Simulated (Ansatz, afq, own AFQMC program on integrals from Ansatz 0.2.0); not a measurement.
# GeNH4 (quartet): quantum Monte Carlo beside coupled cluster at distance Ge1–H5 along a hydrogen transfer = 1.760 Å, cc-pVTZ

How near does AFQMC come to the top of the ladder for GeNH4 (quartet)?

Computed with Ansatz 0.2.0, Gaussian basis, and an in-house AFQMC program (afq) on its integrals; all values are calculated. Level: cc-pVTZ, frozen cores.

Plan: PBE (unrestricted); r2SCAN (unrestricted); CCSD(T) on UHF; PBE0 (unrestricted); B3LYP (unrestricted); wB97M-V (unrestricted); B2PLYP (unrestricted); Phaseless AFQMC, CISD trial on UHF.

## 1. The system

The geometry derives from fragments relaxed apart (PBE0/def2-TZVP) and kept rigid, so it is no stationary point. A hydrogen atom is moved between rigid fragments. No spin-orbit coupling is included. The filled d shell of Ge may be among the frozen orbitals whatever the setting's name suggests; the logs give the count.

6 atoms, charge 0, spin multiplicity 4.

Atoms are counted from 1 here; the program's logs count them from 0.

Bond lengths: Ge1–H2 1.534 Å, Ge1–H3 1.534 Å, Ge1–H4 1.534 Å, Ge1–H5 1.760 Å, H5–N6 1.209 Å. Angles: H2–Ge1–H3 109.5°, H2–Ge1–H4 109.5°, H2–Ge1–H5 109.5°, H3–Ge1–H4 109.5°, H3–Ge1–H5 109.5°, H4–Ge1–H5 109.5°, Ge1–H5–N6 180.0°.

## 2. PBE (unrestricted)

in.yaml

```yaml
crystal:
  periodic: [false, false, false]
  atoms:
    - {symbol: Ge, position_ang: [-0.461117, 0.000000, 0.000000]}
    - {symbol: H, position_ang: [-0.972566, 1.446599, 0.000000]}
    - {symbol: H, position_ang: [-0.972566, -0.723300, 1.252792]}
    - {symbol: H, position_ang: [-0.972566, -0.723299, -1.252792]}
    - {symbol: H, position_ang: [1.298883, 0.000000, 0.000000]}
    - {symbol: N, position_ang: [2.507883, 0.000000, 0.000000]}
basis:
  gaussian: {orbitals: cc-pVTZ}
magnetization: {spin_polarized: true, initial_magnetization: 3}
hamiltonian: {xc: {name: PBE}}
output: {orbitals: {seedname: orbitals}}
```

Launch:

```bash
> ansatz run in.yaml --threads 1 --pin off --events-out ev --progress --plain --max-ram 8192MiB --backend cpu
```

The log of the run:

```text
Functional definition: PBE
  name "PBE"
  cite "Perdew, Burke & Ernzerhof, Phys. Rev. Lett. 77, 3865 (1996) doi:10.1103/PhysRevLett.77.3865"
  parent pbe
  parameter kappa = 0.804
  parameter beta = 0.06672455060314922
  exchange = pbe_x(kappa = kappa, mu = beta*pi^2/3)
  correlation = pbe_c(beta = beta)
772 factors; their error is unknown
mean field evaluation 1: about -58057.4369 eV, gradient 1.9e1 eV
mean field evaluation 2: about -58056.7800 eV, gradient 2.3e1 eV
mean field evaluation 4: about -58058.8542 eV, gradient 9.6e-1 eV
mean field evaluation 8: about -58058.8513 eV, gradient 2.3e-2 eV
mean field evaluation 16: about -58058.8513 eV, gradient 2.2e-5 eV
mean field -58058.85127287 eV, -2133.6234305752 hartree, gradient 2.2e-5 eV, S^2 3.756195; 0 other end points of the search recorded, 0 dependent functions left out
reference -58058.85130894 eV, -2133.6234319008 hartree; 23, 20 occupied and 106, 109 virtual orbitals, 772 factors
Total energy: -58058.85130894 eV, -2133.6234319008 hartree
```

Run time: 2.6 s. Hardware: 1 thread of AMD EPYC 7R13 (Zen 3), shared host; peak memory 2.1 GiB.

From the report: ⟨S²⟩ of the determinant 3.756 (pure quartet: 3.75).

## 3. r2SCAN (unrestricted)

in.yaml, as its differences from that of step 2:

```diff
@@ -12,3 +12,2 @@
 magnetization: {spin_polarized: true, initial_magnetization: 3}
-hamiltonian: {xc: {name: PBE}}
-output: {orbitals: {seedname: orbitals}}
+hamiltonian: {xc: {name: r2SCAN}}
```

Launched as before.

The log of the run:

```text
Functional definition: r2SCAN
  name "r2SCAN"
  cite "Furness, Kaplan, Ning, Perdew & Sun, J. Phys. Chem. Lett. 11, 8208 (2020) doi:10.1021/acs.jpclett.0c02405"
  cite "Furness, Kaplan, Ning, Perdew & Sun, J. Phys. Chem. Lett. 11, 9248 (2020) doi:10.1021/acs.jpclett.0c03077"
  parent r2scan
  parameter k0 = 0.174
  parameter k1 = 0.065
  parameter a1 = 4.9479
  exchange = r2scan_x(k0 = k0, k1 = k1, a1 = a1)
  correlation = r2scan_c
772 factors; their error is unknown
mean field evaluation 1: about -58067.6372 eV, gradient 1.6e1 eV
mean field evaluation 2: about -58067.6787 eV, gradient 1.5e1 eV
mean field evaluation 4: about -58068.5668 eV, gradient 7.7e-1 eV
mean field evaluation 8: about -58068.5632 eV, gradient 1.5e-1 eV
mean field evaluation 16: about -58068.5632 eV, gradient 7.3e-5 eV
mean field -58068.56322825 eV, -2133.9803383525 hartree, gradient 7.3e-5 eV, S^2 3.763922; 0 other end points of the search recorded, 0 dependent functions left out
reference -58068.56324161 eV, -2133.9803388432 hartree; 23, 20 occupied and 106, 109 virtual orbitals, 772 factors
Total energy: -58068.56324161 eV, -2133.9803388432 hartree
```

Wall time 6 s (1 thread of AMD EPYC 7R13 (Zen 3), shared host); peak memory 2.1 GiB.

From the report: ⟨S²⟩ of the determinant 3.764 (pure quartet: 3.75).

## 4. CCSD(T) on UHF

in.yaml, as its differences from that of step 3:

```diff
@@ -12,2 +12,2 @@
 magnetization: {spin_polarized: true, initial_magnetization: 3}
-hamiltonian: {xc: {name: r2SCAN}}
+correlation: {method: ccsd_t, electrons: outside_noble_gas, hamiltonian_folder: ham}
```

Launch:

```bash
> ansatz run in.yaml --threads 1 --pin off --events-out ev --progress --plain --max-ram 24576MiB --backend cuda --devices 0, --max-vram 18GiB
```

The log of the run (excerpt; [...] marks lines left out):

```text
Functional definition: HF
  name "HF"
  cite "Fock, Z. Phys. 61, 126 (1930) doi:10.1007/BF01340294"
  parent pbe
[...]
759 factors; integrals over basis functions are off by at most 1.5e-3 eV
[...]
mean field -58016.35522329 eV, -2132.0617295580 hartree, gradient 2.4e-6 eV, S^2 3.797036; 0 other end points of the search recorded, 0 dependent functions left out
15 core orbitals not correlated: weight in the atoms' cores, before any rotation towards them, 1.000 or more for the frozen orbitals, at most 0.000 for the correlated occupied ones
reference -58016.35522329 eV, -2132.0617295580 hartree; 8, 5 occupied and 106, 109 virtual orbitals, 759 factors
second order -7.01833723 eV of doubles, -0.00000000 eV of singles
cycle   1  -7.87302139 eV  change   -8.5e-1 eV  update   7.1e-2
[...]
cycle  10  -8.24943172 eV  change    8.4e-6 eV  update   1.4e-5
perturbative correction -0.24057414 eV, -0.0088409366 hartree
Total energy: -58024.84522916 eV, -2132.3737315188 hartree
```

Wall time 10 s (1 × NVIDIA H100 80GB HBM3 with 1 thread of AMD EPYC 7R13 (Zen 3), shared host); peak host memory 2.1 GiB.

From the report: ⟨S²⟩ of the determinant 3.797 (pure quartet: 3.75); correlation -8.4900 eV; T1 0.017; largest double amplitude 0.03.

This run also writes the integrals to the folder ham.

## 5. PBE0 (unrestricted)

in.yaml, as its differences from that of step 4:

```diff
@@ -12,2 +12,3 @@
 magnetization: {spin_polarized: true, initial_magnetization: 3}
-correlation: {method: ccsd_t, electrons: outside_noble_gas, hamiltonian_folder: ham}
+hamiltonian: {xc: {name: PBE0}}
+output: {orbitals: {seedname: orbitals}}
```

Launch:

```bash
> ansatz run in.yaml --threads 1 --pin off --events-out ev --progress --plain --max-ram 8192MiB --backend cpu
```

The log of the run:

```text
Functional definition: PBE0
  name "PBE0"
  cite "Adamo & Barone, J. Chem. Phys. 110, 6158 (1999) doi:10.1063/1.478522"
  cite "Perdew, Burke & Ernzerhof, Phys. Rev. Lett. 77, 3865 (1996) doi:10.1103/PhysRevLett.77.3865"
  parent pbe
  parameter a = 0.25
  parameter kappa = 0.804
  parameter beta = 0.06672455060314922
  exchange = (1 - a)*pbe_x(kappa = kappa, mu = beta*pi^2/3) + a*exact_x
  correlation = pbe_c(beta = beta)
832 factors; their error is unknown
mean field evaluation 1: about -58059.7835 eV, gradient 1.3e1 eV
mean field evaluation 2: about -58059.9952 eV, gradient 1.0e1 eV
mean field evaluation 4: about -58060.3565 eV, gradient 4.5e-1 eV
mean field evaluation 8: about -58060.5630 eV, gradient 2.8e-1 eV
mean field evaluation 16: about -58060.5631 eV, gradient 4.1e-5 eV
mean field -58060.56308619 eV, -2133.6863385542 hartree, gradient 4.1e-5 eV, S^2 3.761450; 0 other end points of the search recorded, 0 dependent functions left out
reference -58060.56311305 eV, -2133.6863395413 hartree; 23, 20 occupied and 106, 109 virtual orbitals, 832 factors
Total energy: -58060.56311305 eV, -2133.6863395413 hartree
```

It took 3.7 s on 1 thread of AMD EPYC 7R13 (Zen 3), shared host; peak memory 2.1 GiB.

From the report: ⟨S²⟩ of the determinant 3.761 (pure quartet: 3.75).

## 6. B3LYP (unrestricted)

in.yaml, as its differences from that of step 5:

```diff
@@ -12,3 +12,2 @@
 magnetization: {spin_polarized: true, initial_magnetization: 3}
-hamiltonian: {xc: {name: PBE0}}
-output: {orbitals: {seedname: orbitals}}
+hamiltonian: {xc: {name: B3LYP}}
```

Same command.

The log of the run (excerpt; [...] marks lines left out):

```text
Functional definition: B3LYP
  name "B3LYP"
  cite "Stephens, Devlin, Chabalowski & Frisch, J. Phys. Chem. 98, 11623 (1994) doi:10.1021/j100096a001"
  cite "Becke, Phys. Rev. A 38, 3098 (1988) doi:10.1103/PhysRevA.38.3098"
  cite "Lee, Yang & Parr, Phys. Rev. B 37, 785 (1988) doi:10.1103/PhysRevB.37.785"
  cite "Vosko, Wilk & Nusair, Can. J. Phys. 58, 1200 (1980) doi:10.1139/p80-159"
[...]
829 factors; their error is unknown
[...]
mean field -58070.99885869 eV, -2134.0698461200 hartree, gradient 6.1e-6 eV, S^2 3.759655; 0 other end points of the search recorded, 0 dependent functions left out
reference -58070.99908231 eV, -2134.0698543379 hartree; 23, 20 occupied and 106, 109 virtual orbitals, 829 factors
Total energy: -58070.99908231 eV, -2134.0698543379 hartree
```

Wall time 3.8 s (1 thread of AMD EPYC 7R13 (Zen 3), shared host); peak memory 2.1 GiB.

From the report: ⟨S²⟩ of the determinant 3.760 (pure quartet: 3.75).

## 7. wB97M-V (unrestricted)

in.yaml, as its differences from that of step 6:

```diff
@@ -12,2 +12,3 @@
 magnetization: {spin_polarized: true, initial_magnetization: 3}
-hamiltonian: {xc: {name: B3LYP}}
+hamiltonian: {xc: {name: wB97M-V}}
+output: {orbitals: {seedname: orbitals}}
```

Same command.

The log of the run (excerpt; [...] marks lines left out):

```text
Functional definition: wB97M-V
  name "wB97M-V"
  cite "Mardirossian & Head-Gordon, J. Chem. Phys. 144, 214110 (2016) doi:10.1063/1.4952647"
  cite "Becke, J. Chem. Phys. 107, 8554 (1997) doi:10.1063/1.475007"
  cite "Vydrov & Van Voorhis, J. Chem. Phys. 133, 244103 (2010) doi:10.1063/1.3521275"
  # Of w^i u^j: cxij and so on, Table III.
[...]
  gx(w, u) = 1 - cx + cx01*u + cx10*w
  gss(w, u) = css00 + css04*u^4 + css10*w + css20*w^2 + css43*w^4*u^3
  gos(w, u) = cos00 + cos10*w + (cos20 + cos21*u)*w^2 + (cos60 + cos61*u)*w^6
[...]
      + integral(e_c_pw_mod_opposite_spin*gos(b97_w_opposite, b97_u_opposite)) + vv10(b, c)
822 factors; their error is unknown
181 factors; integrals over basis functions are off by at most 7.2e-5 eV
[...]
mean field -58065.31277392 eV, -2133.8608863588 hartree, gradient 5.7e-5 eV, S^2 3.761858; 0 other end points of the search recorded, 0 dependent functions left out
reference -58065.31281746 eV, -2133.8608879591 hartree; 23, 20 occupied and 106, 109 virtual orbitals, 822 factors
Total energy: -58065.31281746 eV, -2133.8608879591 hartree
```

It took 12 s on 1 thread of AMD EPYC 7R13 (Zen 3), shared host; peak memory 2.1 GiB.

From the report: ⟨S²⟩ of the determinant 3.762 (pure quartet: 3.75).

## 8. B2PLYP (unrestricted)

in.yaml, as its differences from that of step 7:

```diff
@@ -12,3 +12,3 @@
 magnetization: {spin_polarized: true, initial_magnetization: 3}
-hamiltonian: {xc: {name: wB97M-V}}
-output: {orbitals: {seedname: orbitals}}
+hamiltonian: {xc: {name: B2PLYP}}
+correlation: {electrons: outside_noble_gas}
```

The command is unchanged.

The log of the run (excerpt; [...] marks lines left out):

```text
Functional definition: B2PLYP
  name "B2PLYP"
  cite "Grimme, J. Chem. Phys. 124, 034108 (2006) doi:10.1063/1.2148954"
  cite "Becke, Phys. Rev. A 38, 3098 (1988) doi:10.1103/PhysRevA.38.3098"
  cite "Lee, Yang & Parr, Phys. Rev. B 37, 785 (1988) doi:10.1103/PhysRevB.37.785"
[...]
759 factors; integrals over basis functions are off by at most 1.5e-3 eV
[...]
mean field -58054.55451954 eV, -2133.4655278027 hartree, gradient 6.9e-6 eV, S^2 3.771021; 0 other end points of the search recorded, 0 dependent functions left out
15 core orbitals not correlated: weight in the atoms' cores, before any rotation towards them, 0.999 or more for the frozen orbitals, at most 0.001 for the correlated occupied ones
reference -58054.55466008 eV, -2133.4655329673 hartree; 8, 5 occupied and 106, 109 virtual orbitals, 759 factors
second order -8.69054551 eV of doubles, -0.00000000 eV of singles
Total energy: -58056.90110736 eV, -2133.5517633147 hartree
```

Wall time 5 s (1 thread of AMD EPYC 7R13 (Zen 3), shared host); peak memory 2.1 GiB.

From the report: ⟨S²⟩ of the determinant 3.771 (pure quartet: 3.75).

## 9. Phaseless AFQMC, CISD trial on UHF

It reads the integrals that the CCSD(T) run on this determinant wrote.

Launch:

```bash
> afq ham --method phaseless --trial cisd --walkers 600 --populations 10 --least-time 60 --time-step 0.005 --steps-per-block 50 --equilibration-blocks 28 --max-blocks 4000 --target-error 0.00021 --factor-cut 1e-05 --start spin_pure --seed 1456 --release-times 0.24,0.51,0.99,1.62,2.4 --release-step 0.03 --release-every 3 --taylor-order 6
```

The log of the run:

```text
orbitals 114  electrons 8 5  factors 715 of 759
reference energy -2132.06172956 Eh
CCSD correlation -0.30316127 Eh in 12 cycles, weight of the determinant in the CISD state 0.8710
energy of the start -2132.362916 Eh
 block  time / (1/Eh)  mean weight  energy / Eh
     1     0.250  1.0009  -2132.360310
     2     0.500  0.9999  -2132.363999
     3     0.750  0.9995  -2132.366770
     4     1.000  0.9991  -2132.369409
     5     1.250  0.9996  -2132.371230
     6     1.500  0.9998  -2132.372709
     7     1.750  0.9994  -2132.371843
     8     2.000  0.9991  -2132.374709
     9     2.250  0.9996  -2132.374019
    10     2.500  1.0006  -2132.375836
    11     2.750  1.0000  -2132.374605
    13     3.250  1.0008  -2132.374733
    15     3.750  1.0000  -2132.374412
    17     4.250  0.9990  -2132.374519
    19     4.750  1.0003  -2132.377863
    21     5.250  1.0001  -2132.375889
    23     5.750  1.0005  -2132.375445
    25     6.250  1.0006  -2132.374129
    27     6.750  0.9998  -2132.374653
    29     7.250  1.0000  -2132.372322
    31     7.750  1.0000  -2132.374704
    33     8.250  0.9997  -2132.375027
    35     8.750  1.0003  -2132.373810
    37     9.250  1.0009  -2132.372474
    39     9.750  0.9985  -2132.372453
    41    10.250  0.9997  -2132.374245
    43    10.750  1.0010  -2132.375980
    45    11.250  1.0002  -2132.376255
    47    11.750  1.0001  -2132.374467
    49    12.250  0.9998  -2132.374674
    51    12.750  1.0003  -2132.374143
    53    13.250  0.9997  -2132.377191
    55    13.750  1.0000  -2132.373376
    57    14.250  0.9992  -2132.373918
    59    14.750  0.9995  -2132.374951
    61    15.250  0.9996  -2132.372784
    63    15.750  0.9993  -2132.373856
    65    16.250  0.9991  -2132.373805
    67    16.750  1.0002  -2132.374788
    69    17.250  0.9992  -2132.373625
    71    17.750  0.9994  -2132.376022
    73    18.250  0.9999  -2132.372751
    75    18.750  0.9995  -2132.372185
    77    19.250  1.0004  -2132.374903
    79    19.750  1.0013  -2132.374622
    81    20.250  1.0001  -2132.375064
    83    20.750  1.0001  -2132.375386
    85    21.250  0.9999  -2132.374659
    87    21.750  1.0005  -2132.376175
    89    22.250  1.0002  -2132.373884
    91    22.750  1.0005  -2132.374738
    93    23.250  0.9992  -2132.373115
    95    23.750  0.9997  -2132.373828
    97    24.250  1.0003  -2132.374786
    99    24.750  0.9996  -2132.376538
   101    25.250  0.9996  -2132.375203
   103    25.750  0.9999  -2132.375796
   105    26.250  1.0005  -2132.377187
   107    26.750  1.0001  -2132.375862
error from the spread of 10 populations
released: time / (1/Eh)  energy / Eh  error  mean overlap
  0.24  -2132.374929  0.000238  0.9954
  0.51  -2132.375148  0.000236  0.9950
  0.99  -2132.375262  0.000271  0.9848
  1.62  -2132.375283  0.000278  0.9726
  2.40  -2132.375976  0.000489  0.9447
energy -2132.374657 +/- 0.000201 Eh
```

Wall time 2.9 min (1 × NVIDIA H100 80GB HBM3 with 2 threads of AMD EPYC 7R13 (Zen 3), shared host); peak host memory 2.1 GiB.

Energy -58024.8704 ± 0.0055 eV. Caveats: constraint bias not in the error.

## 10. AFQMC on the ladder

On the UHF determinant, counted from CCSD(T) (a yardstick, not exact):

```tsv
level	energy (eV)	from CCSD(T) (meV)	statistical error (meV)	time
HF	-58016.3552	+8490.0		
MP2	-58023.3736	+1471.7		
CCSD	-58024.6047	+240.6		
CCSD(T)	-58024.8452	0.0		
Phaseless AFQMC, CISD trial, step 0.005, 600 walkers	-58024.8704	-25.2	5.5	2.9 min
```

The functionals' totals stand on their own zeros and serve differences with other points: PBE -58058.851 eV; r2SCAN -58068.563 eV; PBE0 -58060.563 eV; B3LYP -58070.999 eV; wB97M-V -58065.313 eV; B2PLYP -58056.901 eV.

## 11. Outcome

```
                                       quantity            value
Phaseless AFQMC, CISD trial on UHF from CCSD(T)  -25.2 ± 5.5 meV
```

What this shows: On UHF the phaseless walk with the CISD trial lies -25.2 meV from CCSD(T), 5 times its error bar. Error bars are statistical and leave out the constraint, the time step and what remains of the start.
